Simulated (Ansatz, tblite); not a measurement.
**In(PF3)Br3 (Br3F3InP): one state, many levels**

The task here is to estimate one member of a computed series from the others.

Method: as each input shows; program: Ansatz 0.2.0, Gaussian basis.

Levels to be run: GFN1-xTB, GFN2-xTB, PBE-D4/def2-TZVP, r2SCAN-D4/def2-TZVP, r2SCANh-D4/def2-TZVP, CAM-B3LYP-D4/def2-TZVP, LC-ωPBE/def2-TZVP, PBE-D4/def2-SVP, PBE0-D4/def2-SVP, PBE0-D4/def2-TZVPD, PBE-D4/def2-TZVPD, r2SCANh-D4/def2-TZVPD, MP2/def2-TZVP, RPA/def2-TZVP.

6 further runs of the same task are left out: 3 that didn't finish, 3 set aside as unsound or not needed.

**The geometry**

The singlet was relaxed beforehand with B3LYP-D4/def2-SVP.

8 atoms, charge 0, spin multiplicity 1.

Bond lengths: In1–P2 2.912 Å, In1–Br6 2.493 Å, In1–Br7 2.493 Å, In1–Br8 2.493 Å, P2–F3 1.585 Å, P2–F4 1.585 Å, P2–F5 1.585 Å. Angles: P2–In1–Br6 92.8°, P2–In1–Br7 93.5°, P2–In1–Br8 93.0°, Br6–In1–Br7 119.5°, Br6–In1–Br8 119.7°, Br7–In1–Br8 119.9°, In1–P2–F3 118.2°, In1–P2–F4 118.2°, In1–P2–F5 117.8°, F3–P2–F4 99.6°, F3–P2–F5 99.7°, F4–P2–F5 99.7°.

In takes a core potential in the def2 sets. No spin-orbit coupling is included.

PBE0-D4/def2-TZVP was run before; its log isn't repeated, and its numbers join the tables.

Set-up of the first run:

Tight binding, by tblite at 300 K electronic temperature and without a spin-polarisation term:

```python
tblite.interface.Calculator('GFN1-xTB', numbers, positions, charge=0, uhf=0).singlepoint()
```

Tight binding, by tblite at 300 K electronic temperature and without a spin-polarisation term:

```python
tblite.interface.Calculator('GFN2-xTB', numbers, positions, charge=0, uhf=0).singlepoint()
```

start.molden holds the orbitals of an earlier run on this state, given as this run's starting guess.

in.yaml

```yaml
crystal:
  periodic: [false, false, false]
  atoms:
    - {symbol: In, position_ang: [0.059218, -0.040941, -1.683307]}
    - {symbol: P, position_ang: [-0.045905, 0.030859, 1.225589]}
    - {symbol: F, position_ang: [-1.468918, 0.046844, 1.922587]}
    - {symbol: F, position_ang: [0.627999, 1.256897, 1.969589]}
    - {symbol: F, position_ang: [0.626073, -1.164475, 2.020005]}
    - {symbol: Br, position_ang: [2.552009, -0.026881, -1.716640]}
    - {symbol: Br, position_ang: [-1.183288, 2.105592, -1.931727]}
    - {symbol: Br, position_ang: [-1.167199, -2.207906, -1.806104]}
basis:
  gaussian: {orbitals: def2-TZVP, initial_orbitals: start.molden}
hamiltonian: {xc: pbe, dispersion: d4}
scf: {omitted_lower_state_checks: [starts]}
output: {forces: true, orbitals: {seedname: orbitals}}
```

On the command line:

```bash
$ ansatz run in.yaml --threads 4 --pin off --events-out ev --progress --plain --max-ram 4787MiB
```

Among the steps run: PBE-D4/def2-TZVP; r2SCAN-D4/def2-TZVP; r2SCANh-D4/def2-TZVP; CAM-B3LYP-D4/def2-TZVP; LC-ωPBE/def2-TZVP; PBE-D4/def2-SVP; PBE0-D4/def2-SVP; PBE0-D4/def2-TZVPD; PBE-D4/def2-TZVPD; r2SCANh-D4/def2-TZVPD; MP2/def2-TZVP; RPA/def2-TZVP.

One of the session's tables, all rows but one given; the rest of the session is left out.

It belongs to the step «Binding energy». 

| level | binding an atom (eV) |
| --- | --- |
| HF/def2-TZVP | 2.095 |
| PBE-D4/def2-SVP | 3.185 |
| PBE-D4/def2-TZVP | 3.242 |
| PBE-D4/def2-TZVPD | 3.235 |
| r2SCAN-D4/def2-TZVP | 3.175 |
| r2SCANh-D4/def2-TZVP | 3.124 |
| r2SCANh-D4/def2-TZVPD | 3.124 |
| PBE0-D4/def2-SVP | 3.028 |
| PBE0-D4/def2-TZVP | ? |
| PBE0-D4/def2-TZVPD | 3.115 |
| CAM-B3LYP-D4/def2-TZVP | 3.111 |
| LC-ωPBE/def2-TZVP | 3.091 |
| RPA/def2-TZVP | 2.734 |
| MP2/def2-TZVP | 3.192 |

Q: Estimate the row for PBE0-D4/def2-TZVP from the others.

**Answer.** binding an atom (eV): 3.117. In the column «binding an atom (eV)» it lies between PBE0-D4/def2-TZVPD (3.115) and r2SCANh-D4/def2-TZVP (3.124).

Caveats from the session: Free atoms were run apart at each level; binding is atoms less cluster, divided by the number of atoms, without zero-point or spin-orbit terms.
